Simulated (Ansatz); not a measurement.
# AlB₂H₇O₂Si: small, medium and large basis sets

How large a basis does AlB₂H₇O₂Si need? Two functionals are run in growing sets.

Program: Ansatz 0.2.0, Gaussian basis. Level of theory: one geometry, several basis sets. These are calculated values, not measurements.

Plan: PBE0-D4/def2-SVP; ωB97M-V/def2-SVP; PBE0-D4/def2-QZVPP; ωB97M-V/def2-QZVPP; the functionals' def2-TZVPP values are taken from earlier runs.

## (1) Structure used throughout

The geometry comes from an earlier relaxation with PBE0-D4 in a triple-zeta def2 set; it is a stationary point, not always the lowest conformer.

13 atoms, charge 0, spin multiplicity 1.

Atoms are counted from 1 here; the program's logs count them from 0.

Bond lengths: B1–B2 1.643 Å, B1–H7 1.199 Å, B1–H8 1.209 Å, B2–Si3 1.880 Å, B2–Al6 2.106 Å, B2–H9 1.192 Å, Si3–O4 1.624 Å, Si3–O5 1.617 Å, O4–H10 0.967 Å, O5–H11 0.961 Å, Al6–H12 1.605 Å, Al6–H13 1.584 Å. Angles: B2–B1–H7 119.3°, B2–B1–H8 125.9°, H7–B1–H8 114.8°, B1–B2–Si3 92.7°, B1–B2–Al6 87.8°, B1–B2–H9 127.9°, Si3–B2–Al6 95.3°, Si3–B2–H9 120.8°, Al6–B2–H9 123.0°, B2–Si3–O4 130.3°, B2–Si3–O5 123.7°, O4–Si3–O5 105.8°, Si3–O4–H10 114.7°, Si3–O5–H11 117.8°, B2–Al6–H12 120.5°, B2–Al6–H13 121.6°, H12–Al6–H13 117.9°.

## (2) PBE0-D4 in def2-SVP

in.yaml

```yaml
crystal:
  periodic: [false, false, false]
  atoms:
    - {symbol: B, position_ang: [-1.465742, 0.706309, -0.301824]}
    - {symbol: B, position_ang: [0.043541, 1.202693, 0.118191]}
    - {symbol: Si, position_ang: [0.865363, -0.197288, -0.829353]}
    - {symbol: O, position_ang: [0.614506, -1.800027, -0.762835]}
    - {symbol: O, position_ang: [1.937774, 0.031271, -2.017779]}
    - {symbol: Al, position_ang: [-0.185887, 0.116098, 1.907085]}
    - {symbol: H, position_ang: [-2.294036, 1.525324, -0.586645]}
    - {symbol: H, position_ang: [-1.858375, -0.436736, -0.314693]}
    - {symbol: H, position_ang: [0.488208, 2.308301, 0.081919]}
    - {symbol: H, position_ang: [0.090869, -2.095596, -0.005632]}
    - {symbol: H, position_ang: [2.279079, -0.745559, -2.469857]}
    - {symbol: H, position_ang: [-0.314531, -1.483021, 1.876752]}
    - {symbol: H, position_ang: [-0.180470, 0.833630, 3.319670]}
basis:
  gaussian: {orbitals: def2-SVP}
hamiltonian: {xc: pbe0, dispersion: d4}
output: {orbitals: {seedname: orbitals}}
```

Command:

```bash
$ ansatz run in.yaml --threads 4 --pin off --events-out ev --progress --plain --max-ram 10444MiB
```

After this run come: ωB97M-V in def2-SVP; PBE0-D4 in def2-QZVPP; ωB97M-V in def2-QZVPP.

Before running them: what should the planned runs give, taken together? Wanted: PBE0-D4: double and triple zeta above quadruple; ωB97M-V: double and triple zeta above quadruple.

The runs gave:

| quantity | value |
| --- | --- |
| PBE0-D4: double and triple zeta above quadruple | 12.84, 0.80 eV |
| ωB97M-V: double and triple zeta above quadruple | 13.04, 0.76 eV |

**Reading.** For PBE0-D4 the step from double to triple zeta gains 12.04 eV and the next only 0.80 eV. These are total energies; as a rule much of such shifts cancels in differences, which this series doesn't test.
